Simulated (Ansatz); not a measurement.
# Ca3SnH2: the cost of one run

Computed with Ansatz 0.2.0 (DFT, PBE, plane-wave PAW, default files, scalar-relativistic, as far as a step names no other, unless a step's input says otherwise).

1 further run of the same task is left out (it didn't finish).

## 1. The system as given

The structure is orthorhombic, space group Cmcm (No. 63). The conventional cell has a = 8.866 Å, b = 11.371 Å, c = 5.220 Å, α = 90.00°, β = 90.00°, γ = 90.00°. Ca (site symmetry m2m) is surrounded by 4 H at 2.24 Å. Ca (site symmetry m) is surrounded by 2 H at 2.25 Å. Sn (site symmetry m2m) has 8 Ca at 3.30 to 3.45 Å as nearest neighbours. H (site symmetry 2) has 4 Ca at 2.24 to 2.25 Å as nearest neighbours.

Coordinates:

```
CELL_PARAMETERS angstrom
4.43300 -5.68550 0.00000
4.43300 5.68550 0.00000
0.00000 0.00000 5.22000
ATOMIC_POSITIONS crystal
Ca 0.88950 0.11050 0.25000
Ca 0.11050 0.88950 0.75000
Ca 0.81357 0.59063 0.25000
Ca 0.18643 0.40937 0.75000
Ca 0.59063 0.81357 0.75000
Ca 0.40937 0.18643 0.25000
Sn 0.30701 0.69299 0.25000
Sn 0.69299 0.30701 0.75000
H 0.14900 0.14900 0.00000
H 0.85100 0.85100 0.50000
H 0.85100 0.85100 0.00000
H 0.14900 0.14900 0.50000
```

## 2. First run, atoms as given

input.yaml

```yaml
crystal:
  lattice:
    - [4.433, -5.6855, 0.0]
    - [4.433, 5.6855, 0.0]
    - [0.0, 0.0, 5.22]
  atoms:
    - { symbol: Ca, position: [0.8895, 0.1105, 0.25] }
    - { symbol: Ca, position: [0.1105, 0.8895, 0.75] }
    - { symbol: Ca, position: [0.81357, 0.59063, 0.25] }
    - { symbol: Ca, position: [0.18643, 0.40937, 0.75] }
    - { symbol: Ca, position: [0.59063, 0.81357, 0.75] }
    - { symbol: Ca, position: [0.40937, 0.18643, 0.25] }
    - { symbol: Sn, position: [0.30701, 0.69299, 0.25] }
    - { symbol: Sn, position: [0.69299, 0.30701, 0.75] }
    - { symbol: H, position: [0.149, 0.149, 0.0] }
    - { symbol: H, position: [0.851, 0.851, 0.5] }
    - { symbol: H, position: [0.851, 0.851, 0.0] }
    - { symbol: H, position: [0.149, 0.149, 0.5] }
kpoints:
  mp_grid: { grid: [4, 4, 6] }
scf:
  occupations: { method: fermi_dirac, width: 0.02 }
hamiltonian:
  xc: pbe
  pseudopotentials: { kind: paw }
output:
  forces: true
  stress: true
  populations: true
  efg:
    quadrupole_moments_barn: { Ca: -0.0408, Sn: -0.132, H: 0.00285783 }
    contact_densities: true
```

Command:

```bash
> ansatz run input.yaml --threads 1 --pin off --max-ram 2560MiB --backend cpu --events-out ev --progress --plain --runs-dir out
```

Q: Estimate wall time and peak memory on 1 thread of Arm Neoverse V2, shared host.

About 28 s, with a peak of 0.66 GiB.
